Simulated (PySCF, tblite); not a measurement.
# P₂₀H₁₂: electronic excitations, NMR shifts

Wanted: electronic excitations, NMR shifts for P₂₀H₁₂.

Programs: tblite 0.8.0 and PySCF 2.14.0, with routines of our own; each step states its level. All values are computed. Atoms count from 0.

### 1 The system as given

32 atoms, charge 0, multiplicity 1; geometry from: force field, distance geometry or constructed start.

### 2 Relaxing the molecule with GFN2-xTB

The job: settings as JSON, then the geometry in Å.

```
{"job": {"kind": "relax", "xc": "GFN2-xTB", "basis": "xTB"}, "charge": 0, "multiplicity": 1}
P      1.641200     0.942900    -0.621600
P     -0.003200     1.892000     0.613100
P     -1.631100     0.942400    -0.619000
P     -1.637000    -0.940300     0.613800
P     -0.001000    -1.890600    -0.616600
P      1.633000    -0.945200     0.617400
P     -3.272500    -1.887700    -0.623300
P     -3.269200    -3.776200     0.621500
P     -1.633600    -4.725700    -0.620400
P     -0.002800    -3.779700     0.621600
P      3.270500     3.777700    -0.622100
P      1.633800     4.721600     0.620000
P     -0.003400     3.779600    -0.615000
P      3.274800     1.888800     0.617300
P      3.270400    -1.884300    -0.619800
P      1.634400    -4.723000    -0.613700
P      3.273000    -3.777000     0.620900
P     -1.637400     4.720200     0.619000
P     -3.273200     3.780700    -0.617500
P     -3.269800     1.890300     0.622700
H     -4.288600    -1.300400     0.149600
H     -4.287200    -4.362600    -0.148300
H     -1.632900    -5.889500     0.154700
H      4.282100     4.359800     0.146600
H      1.636800     5.896700    -0.147200
H      4.280200     1.303300    -0.145600
H      4.287000    -1.301900     0.147400
H      1.635700    -5.893500     0.149300
H      4.286900    -4.363700    -0.150100
H     -1.635200     5.894500    -0.144700
H     -4.282700     4.364700     0.147000
H     -4.288200     1.305500    -0.147900
```

Command:

```bash
> OMP_NUM_THREADS=2 python large_run.py task.json out
```

The driver reads the jobs from task.json and runs them one after another.

Output:

```text
step      E/eV     max force
  0   -1545.15612    1.484
  1   -1545.56129    0.922
  2   -1545.80181    0.180
  3   -1545.80972    0.165
  4   -1545.82432    0.156
  5   -1545.84439    0.212
  6   -1545.86082    0.219
  7   -1545.87020    0.170
  8   -1545.87462    0.123
  9   -1545.87811    0.112
 10   -1545.88290    0.172
 11   -1545.88919    0.197
 12   -1545.89516    0.150
 13   -1545.89872    0.103
 14   -1545.90044    0.058
 15   -1545.90166    0.068
 16   -1545.90345    0.108
 17   -1545.90628    0.135
 18   -1545.90992    0.139
 19   -1545.91284    0.107
 20   -1545.91412    0.051
 21   -1545.91469    0.039
 22   -1545.91524    0.057
 23   -1545.91609    0.069
 24   -1545.91729    0.069
 25   -1545.91846    0.056
 26   -1545.91910    0.033
 27   -1545.91932    0.022
 28   -1545.91945    0.024
 29   -1545.91963    0.028
 30   -1545.91990    0.031
 31   -1545.92023    0.034
 32   -1545.92048    0.028
 33   -1545.92060    0.016
```

It took 3.4 s on 2 threads of Arm Neoverse N1, shared host; peak memory 0.17 GiB.

Relaxation path:

```
step  energy from step 0 (eV)  largest force (eV/Å)
   0                   0.0000                1.4842
   1                  -0.4052                0.9215
   2                  -0.6457                0.1791
   3                  -0.6536                0.1644
   4                  -0.6682                0.1561
   5                  -0.6883                0.2114
   6                  -0.7047                0.2190
   7                  -0.7141                0.1694
   8                  -0.7185                0.1229
   9                  -0.7220                0.1121
  11                  -0.7331                0.1967
  13                  -0.7426                0.1028
  15                  -0.7455                0.0682
  17                  -0.7502                0.1350
  19                  -0.7567                0.1069
  21                  -0.7586                0.0394
  23                  -0.7600                0.0687
  25                  -0.7623                0.0559
  27                  -0.7632                0.0215
  29                  -0.7635                0.0275
  30                  -0.7638                0.0313
  31                  -0.7641                0.0332
  32                  -0.7644                0.0272
  33                  -0.7645                0.0161
```

Close pairs (by a distance rule), those that changed most:

```
   bond  before (Å)  after (Å)  change (Å)
P14–P16       2.263      2.182      -0.081
  P7–P8       2.263      2.182      -0.081
  P6–P7       2.262      2.182      -0.080
P10–P11       2.261      2.182      -0.079
P18–P19       2.261      2.182      -0.079
P15–P16       2.259      2.182      -0.077
P10–P13       2.259      2.182      -0.077
P17–P18       2.256      2.182      -0.074
```

The next job starts from the end point, and lists it.

### 3 Electronic excitations: TDA PBE0/def2-SVP

The job: settings as JSON, then the geometry in Å.

```
{"job": {"kind": "uv", "basis": "def2-SVP", "grid": 1, "kgrid": 0, "vcut": 1.5, "nstates": 6, "ntriplets": 2, "tda": true, "delta": [], "pop": true, "xc": "PBE0"}, "charge": 0, "multiplicity": 1}
P      1.614138     0.934880    -0.579316
P     -0.000490     1.852083     0.602325
P     -1.615113     0.934573    -0.579185
P     -1.615421    -0.933749     0.578235
P     -0.000097    -1.850726    -0.603050
P      1.614905    -0.933761     0.578230
P     -3.253742    -1.860965    -0.543569
P     -3.243049    -3.753357     0.543023
P     -1.621488    -4.682549    -0.583202
P     -0.000496    -3.733352     0.545220
P      3.242582     3.754782    -0.542513
P      1.621280     4.682629     0.585470
P     -0.000442     3.735981    -0.543964
P      3.253365     1.861245     0.541790
P      3.253146    -1.860819    -0.543499
P      1.620615    -4.681960    -0.583564
P      3.242563    -3.753504     0.542610
P     -1.621378     4.682610     0.586575
P     -3.243110     3.755405    -0.540970
P     -3.253790     1.861262     0.542625
H     -4.224566    -1.313639     0.307749
H     -4.226324    -4.311154    -0.285585
H     -1.601148    -5.812619     0.245860
H      4.226061     4.311889     0.286204
H      1.600517     5.813797    -0.242089
H      4.223453     1.314986    -0.310625
H      4.223276    -1.313382     0.308284
H      1.600764    -5.812442     0.244808
H      4.225806    -4.310976    -0.286246
H     -1.600676     5.813835    -0.240795
H     -4.226106     4.312589     0.288192
H     -4.224169     1.315371    -0.310018
```

Method: TDA PBE0/def2-SVP, vertical, gas phase, core orbitals frozen in the response, virtual orbitals cut by energy.

Output:

```text
start: PBE on a coarse grid of 38463 points
cycle   1  E = -6828.1928957788  dE =  2.779e+00  |g| = 2.526e-01  |ddm| = 7.048e+00
cycle   2  E = -6828.2085049487  dE = -1.561e-02  |g| = 9.997e-02  |ddm| = 9.531e-01
cycle   3  E = -6828.2106587213  dE = -2.154e-03  |g| = 7.490e-02  |ddm| = 4.028e-01
cycle   4  E = -6828.2122848547  dE = -1.626e-03  |g| = 3.425e-02  |ddm| = 1.701e-01
cycle   5  E = -6828.2126474802  dE = -3.626e-04  |g| = 1.194e-02  |ddm| = 7.352e-02
cycle   6  E = -6828.2127032762  dE = -5.580e-05  |g| = 2.642e-03  |ddm| = 2.522e-02
final grid: 148675 points
cycle   7  E = -6829.7622657215  dE = -1.502e-02  |g| = 2.600e-02  |ddm| = 5.266e-01
cycle   8  E = -6829.7622840288  dE = -1.831e-05  |g| = 2.744e-02  |ddm| = 1.158e-01
cycle   9  E = -6829.7625099552  dE = -2.259e-04  |g| = 1.090e-02  |ddm| = 6.264e-02
cycle  10  E = -6829.7625536385  dE = -4.368e-05  |g| = 4.049e-03  |ddm| = 2.454e-02
cycle  11  E = -6829.7625550134  dE = -1.375e-06  |g| = 1.173e-03  |ddm| = 8.440e-03
cycle  12  E = -6829.7625548216  dE =  1.918e-07  |g| = 4.184e-04  |ddm| = 2.775e-03
cycle  13  E = -6829.7625588386  dE = -4.017e-06  |g| = 1.172e-04  |ddm| = 9.704e-04
cycle  14  E = -6829.7625617168  dE = -2.878e-06  |g| = 3.590e-05  |ddm| = 2.797e-04
converged SCF energy = -6829.7625617168

Static polarisability (au): isotropic 480.690, principal 245.681 551.884 644.504

Singlet excitations
state   eV       nm        f      main configurations
  1   3.7229    333.0   0.01289   H->L 0.91
  2   3.7460    331.0   0.00000   H-1->L 0.93
  3   3.7969    326.5   0.00958   H->L+1 0.87
  4   3.7991    326.4   0.00053   H-1->L+1 0.85
  5   3.8689    320.5   0.05804   H-2->L 0.89
  6   3.8934    318.4   0.05492   H-2->L+1 0.87

Triplet excitations (Tamm-Dancoff, eV): 3.3243 3.3509
```

Run time: 3.6 min. Hardware: 2 threads of Arm Neoverse N1, shared host; peak memory 1.4 GiB.

The orbitals next to the gap, with their largest atomic shares:

```
orbital     eV                        atoms
 HOMO−4  -6.61  P7 10 %, P16 10 %, P10 10 %
 HOMO−3  -6.52  P12 14 %, P9 14 %, P17 10 %
 HOMO−2  -6.33    P2 10 %, P3 10 %, P19 8 %
 HOMO−1  -6.33    P4 13 %, P1 13 %, P5 13 %
   HOMO  -6.23   P12 13 %, P9 13 %, P1 10 %
   LUMO  -1.66    P9 10 %, P12 10 %, P0 9 %
 LUMO+1  -1.54       P4 8 %, P1 8 %, P2 8 %
 LUMO+2  -1.46     P1 12 %, P4 11 %, P3 6 %
 LUMO+3  -1.45    P3 10 %, P5 10 %, P2 10 %
```

With each of the 6 states as a Gaussian band of 0.4 eV half-width at 1/e, the curve within the window shown has maxima at 321 nm (ε 5,400) L/(mol cm). Beyond the last state computed it falls off for lack of states. The curve at chosen wavelengths:

```csv
nm,ε (L/mol/cm)
296,2768
300,3407
304,4019
308,4560
312,4988
316,5277
320,5411
324,5390
328,5228
332,4947
336,4575
340,4142
344,3677
349,3089
353,2637
357,2218
361,1839
365,1505
369,1217
373,973
377,770
381,604
385,470
389,362
393,277
397,211
```

Further results of this job:

```
           property  computed
  dipole moment (D)      0.00
polarisability (Å³)     71.23
 HOMO–LUMO gap (eV)      4.57
      −ε(HOMO) (eV)      6.23
```

### 4 NMR shifts: GIAO KT3/pcSseg-1

The job, as its differences from that of step 3:

```diff
@@ -1,2 +1,2 @@
-{"job": {"kind": "uv", "basis": "def2-SVP", "grid": 1, "kgrid": 0, "vcut": 1.5, "nstates": 6, "ntriplets": 2, "tda": true, "delta": [], "pop": true, "xc": "PBE0"}, "charge": 0, "multiplicity": 1}
+{"job": {"kind": "nmr", "xc": "KT3", "basis": "pcSseg-1", "pop": false}, "charge": 0, "multiplicity": 1}
 P      1.614138     0.934880    -0.579316
```

With the program's defaults for keys left out, this is: GIAO KT3/pcSseg-1 NMR shielding, non-relativistic, gas phase.

Output:

```text
start: PBE on a coarse grid of 38463 points
cycle   1  E = -6830.8823105180  dE =  2.922e+00  |g| = 3.510e-01  |ddm| = 6.873e+00
cycle   2  E = -6830.8986147545  dE = -1.630e-02  |g| = 1.432e-01  |ddm| = 9.173e-01
cycle   3  E = -6830.9017931215  dE = -3.178e-03  |g| = 8.215e-02  |ddm| = 4.042e-01
cycle   4  E = -6830.9037700971  dE = -1.977e-03  |g| = 2.336e-02  |ddm| = 1.687e-01
cycle   5  E = -6830.9039139453  dE = -1.438e-04  |g| = 1.193e-02  |ddm| = 6.398e-02
cycle   6  E = -6830.9039685746  dE = -5.463e-05  |g| = 3.075e-03  |ddm| = 2.783e-02
final grid: 281207 points
cycle   7  E = -6885.6475955526  dE = -1.101e-01  |g| = 5.322e-01  |ddm| = 1.315e+00
cycle   8  E = -6885.6551891263  dE = -7.594e-03  |g| = 2.561e-01  |ddm| = 7.758e-01
cycle   9  E = -6885.6581630809  dE = -2.974e-03  |g| = 1.080e-01  |ddm| = 4.762e-01
cycle  10  E = -6885.6621157425  dE = -3.953e-03  |g| = 2.803e-02  |ddm| = 2.378e-01
cycle  11  E = -6885.6623759932  dE = -2.603e-04  |g| = 7.871e-03  |ddm| = 6.457e-02
cycle  12  E = -6885.6623963492  dE = -2.036e-05  |g| = 2.949e-03  |ddm| = 1.880e-02
cycle  13  E = -6885.6623992850  dE = -2.936e-06  |g| = 7.488e-04  |ddm| = 6.959e-03
cycle  14  E = -6885.6623964737  dE =  2.811e-06  |g| = 3.673e-04  |ddm| = 2.043e-03
cycle  15  E = -6885.6623946398  dE =  1.834e-06  |g| = 7.212e-05  |ddm| = 8.689e-04
converged SCF energy = -6885.6623946398

GIAO shielding tensors (ppm)
atom      isotropic    diamagn.    paramagn.     s11        s22        s33       span
  0 P      375.027     962.363    -587.336    309.327    365.093    450.660    141.332
  1 P      371.013     960.900    -589.886    312.777    328.410    471.852    159.075
  2 P      375.110     962.363    -587.253    309.515    365.059    450.755    141.239
  3 P      375.036     962.362    -587.326    309.510    364.894    450.703    141.193
  4 P      371.068     960.897    -589.829    312.635    328.641    471.928    159.293
  5 P      375.044     962.364    -587.319    309.449    364.940    450.743    141.295
  6 P      461.344     967.042    -505.698    403.291    459.419    521.323    118.032
  7 P      469.805     966.986    -497.181    433.697    456.264    519.455     85.758
  8 P      455.257     967.710    -512.453    398.150    456.563    511.058    112.908
  9 P      384.917     965.904    -580.987    331.415    364.986    458.352    126.937
 10 P      469.819     966.989    -497.170    433.837    456.217    519.403     85.566
 11 P      455.287     967.708    -512.420    397.987    456.709    511.166    113.179
 12 P      384.947     965.915    -580.968    331.611    364.818    458.413    126.802
 13 P      461.431     967.042    -505.611    403.369    459.465    521.457    118.088
 14 P      461.467     967.044    -505.578    403.396    459.598    521.406    118.010
 15 P      455.273     967.709    -512.435    398.045    456.583    511.192    113.147
 16 P      469.800     966.990    -497.190    433.783    456.263    519.354     85.570
 17 P      455.382     967.709    -512.327    398.069    456.837    511.240    113.172
 18 P      469.804     966.990    -497.186    433.830    456.207    519.375     85.546
 19 P      461.353     967.040    -505.687    403.190    459.446    521.423    118.233
 20 H       28.550      30.423      -1.873     21.404     29.068     35.176     13.772
 21 H       28.217      30.189      -1.973     22.412     25.022     37.215     14.803
 22 H       28.582      32.044      -3.462     22.691     26.263     36.793     14.102
 23 H       28.218      30.192      -1.974     22.415     25.023     37.217     14.802
 24 H       28.582      32.045      -3.463     22.689     26.263     36.793     14.104
 25 H       28.553      30.426      -1.873     21.407     29.072     35.181     13.774
 26 H       28.553      30.425      -1.872     21.407     29.072     35.180     13.773
 27 H       28.583      32.044      -3.461     22.690     26.266     36.794     14.103
 28 H       28.217      30.193      -1.975     22.414     25.022     37.217     14.803
 29 H       28.583      32.048      -3.464     22.691     26.264     36.795     14.105
 30 H       28.219      30.194      -1.975     22.416     25.024     37.218     14.802
 31 H       28.550      30.423      -1.872     21.405     29.069     35.177     13.773
```

It took 45 s on 2 threads of Arm Neoverse N1, shared host; peak memory 1.1 GiB.

Shifts follow as δ = σ(reference) − σ, with reference shieldings (ppm) from runs at the same level and on the same kind of geometry: 1H TMS 31.76, 31P PH3 612.2. The references are single molecules in the gas phase, so shifts against H2O, NH3, PH3, H3PO4 or CFCl3 are not on the usual liquid scales and can be off by tens of ppm. Atoms listed in one row are averaged.

```
             atoms                             environment  σ (ppm)  δ (ppm)
H21, H23, H28, H30  hydrogen on a phosphorus bonded to 2 P    28.22     3.54
H20, H25, H26, H31  hydrogen on a phosphorus bonded to 2 P    28.55     3.21
H22, H24, H27, H29  hydrogen on a phosphorus bonded to 2 P    28.58     3.18
            P1, P4                phosphorus bonded to 3 P    371.0    241.1
    P0, P2, P3, P5                phosphorus bonded to 3 P    375.1    237.1
           P9, P12                phosphorus bonded to 3 P    384.9    227.2
 P8, P11, P15, P17             phosphorus bonded to 2 P, H    455.3    156.9
 P6, P13, P14, P19             phosphorus bonded to 2 P, H    461.4    150.8
 P7, P10, P16, P18             phosphorus bonded to 2 P, H    469.8    142.4
```

Ring of atoms P0, P1, P2, P3, P4, P5: NICS(0) -5.4, NICS(1) -4.3, NICS(1)zz 7.6 ppm (means of both faces).

Ring of atoms P0, P1, P10, P11, P12, P13: NICS(0) -5.7, NICS(1) -4.5, NICS(1)zz 5.4 ppm (means of both faces).

### 5 Outcome

```
                                                              quantity                                         value
                                        lowest singlet (PBE0/def2-SVP)                   3.72 eV (333 nm), f = 0.013
                              brightest single state of those computed                   state 5, 3.87 eV, f = 0.058
                                                        lowest triplet                                       3.32 eV
 1H shifts against TMS (KT3/pcSseg-1, means over atoms taken as alike)                          3.54, 3.21, 3.18 ppm
31P shifts against PH3 (KT3/pcSseg-1, means over atoms taken as alike)  241.1, 237.1, 227.2, 156.9, 150.8, 142.4 ppm
```

What this shows: The first singlet state (HOMO→LUMO 0.91) lies at 3.72 eV and is weak; of the 6 states computed, the strongest absorption comes from states 5 to 6 together at 3.87 eV (the last computed, so partners may be missing). The lowest triplet lies 0.40 eV below the lowest singlet. At KT3/pcSseg-1: The largest span, 159 ppm, is at P1, P4, where the paramagnetic term is -590 ppm.
